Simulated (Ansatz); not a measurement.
# C2H9F2GeNSi: up Jacob's ladder to CCSD(T)

One table from this session's results is given with a row withheld; the runs are named, their logs left out.

Computed with Ansatz 0.2.0, Gaussian basis. Level: functionals in def2-TZVPP, the program's frozen cores in correlated methods.

Plan: LDA (SPW92), PBE-D4, revPBE-D4, BLYP-D4, r2SCAN-D4, B97M-V, PBE0-D4, B3LYP-D4, r2SCANh-D4, r2SCAN0-D4, HSE06-D4, BHLYP-D4, CAM-B3LYP-D4, LC-ωPBE, ωB97X-V, ωB97M-V, B2PLYP, PBE-QIDH; CCSD(T)/def2-SVP; CCSD(T)/def2-TZVPP; MP2/def2-QZVPP; extrapolation to the limit; RPA on PBE.

1 further run of the same task is left out (it didn't finish).

### The geometry

The geometry comes from an earlier relaxation with PBE0-D4 in a triple-zeta def2 set; it is a stationary point, not always the lowest conformer.

SMILES `[CH3][GeH2][NH][Si](C)(F)F`, 16 atoms, charge 0, spin multiplicity 1.

Atoms are counted from 1 here; the program's logs count them from 0.

Bond lengths: C1–Ge2 1.947 Å, C1–H8 1.091 Å, C1–H9 1.091 Å, C1–H10 1.091 Å, Ge2–N3 1.851 Å, Ge2–H11 1.540 Å, Ge2–H12 1.538 Å, N3–Si4 1.689 Å, N3–H13 1.010 Å, Si4–C5 1.842 Å, Si4–F6 1.594 Å, Si4–F7 1.597 Å, C5–H14 1.093 Å, C5–H15 1.092 Å, C5–H16 1.092 Å. Angles: Ge2–C1–H8 110.0°, Ge2–C1–H9 110.2°, Ge2–C1–H10 110.6°, H8–C1–H9 108.5°, H8–C1–H10 108.9°, H9–C1–H10 108.6°, C1–Ge2–N3 110.7°, C1–Ge2–H11 110.5°, C1–Ge2–H12 111.5°, N3–Ge2–H11 107.9°, N3–Ge2–H12 105.6°, H11–Ge2–H12 110.4°, Ge2–N3–Si4 128.8°, Ge2–N3–H13 113.6°, Si4–N3–H13 117.1°, N3–Si4–C5 112.6°, N3–Si4–F6 109.4°, N3–Si4–F7 112.0° and more.

The first run:

in.yaml reads:

```yaml
crystal:
  periodic: [false, false, false]
  atoms:
    - {symbol: C, position_ang: [1.089736, -2.011826, -0.689868]}
    - {symbol: Ge, position_ang: [-0.659653, -1.185399, -0.910848]}
    - {symbol: N, position_ang: [-0.502528, 0.654192, -1.047440]}
    - {symbol: Si, position_ang: [-0.065459, 1.770551, 0.141730]}
    - {symbol: C, position_ang: [-0.275098, 1.106022, 1.846696]}
    - {symbol: F, position_ang: [-0.913639, 3.106500, -0.048684]}
    - {symbol: F, position_ang: [1.443529, 2.264486, -0.028755]}
    - {symbol: H, position_ang: [1.726173, -1.771108, -1.542195]}
    - {symbol: H, position_ang: [1.570087, -1.639555, 0.216410]}
    - {symbol: H, position_ang: [0.995618, -3.096523, -0.613481]}
    - {symbol: H, position_ang: [-1.559299, -1.494678, 0.300342]}
    - {symbol: H, position_ang: [-1.338423, -1.641308, -2.213963]}
    - {symbol: H, position_ang: [-0.588141, 0.998343, -1.992955]}
    - {symbol: H, position_ang: [0.354420, 0.228897, 2.015009]}
    - {symbol: H, position_ang: [-1.312871, 0.823729, 2.034736]}
    - {symbol: H, position_ang: [0.012648, 1.865075, 2.577467]}
basis:
  gaussian: {orbitals: def2-TZVPP}
hamiltonian: {xc: lda}
output: {orbitals: {seedname: orbitals}}
```

Steps of the session up to this table: LDA; PBE-D4 (GGA); revPBE-D4 (GGA); BLYP-D4 (GGA); r2SCAN-D4 (meta-GGA); B97M-V (meta-GGA); PBE0-D4 (hybrid); B3LYP-D4 (hybrid); r2SCANh-D4 (hybrid); r2SCAN0-D4 (hybrid); HSE06-D4 (hybrid); BHLYP-D4 (hybrid); CAM-B3LYP-D4 (range-separated); LC-ωPBE (range-separated); ωB97X-V (range-separated); ωB97M-V (range-separated); B2PLYP (double hybrid); PBE-QIDH (double hybrid).

One table of the session follows, with a row left open; its other results are not shown here.

It belongs to the step «Orbital energies across the functionals». 

```
  functional  HOMO (eV)  LUMO (eV)  gap (eV)
 LDA (SPW92)      -6.46      -0.59      5.87
      PBE-D4          ?          ?         ?
   revPBE-D4      -6.22      -0.22      6.01
     BLYP-D4      -6.16      -0.29      5.87
   r2SCAN-D4      -6.59       0.11      6.70
      B97M-V      -6.70      -0.19      6.51
     PBE0-D4      -7.69       0.48      8.17
    B3LYP-D4      -7.45       0.20      7.65
  r2SCANh-D4      -7.12       0.38      7.49
  r2SCAN0-D4      -7.90       0.77      8.67
    HSE06-D4      -7.29       0.11      7.40
    BHLYP-D4      -8.99       1.20     10.19
CAM-B3LYP-D4      -9.09       1.35     10.44
     LC-ωPBE     -10.47       2.63     13.10
     ωB97X-V     -10.11       2.40     12.51
     ωB97M-V     -10.01       2.03     12.03
```

Q: Estimate the row for PBE-D4 from the others.

The run gave: HOMO (eV): -6.29; LUMO (eV): -0.34; gap (eV): 5.95. In the column «HOMO (eV)» it lies between LDA (SPW92) (-6.46) and revPBE-D4 (-6.22).
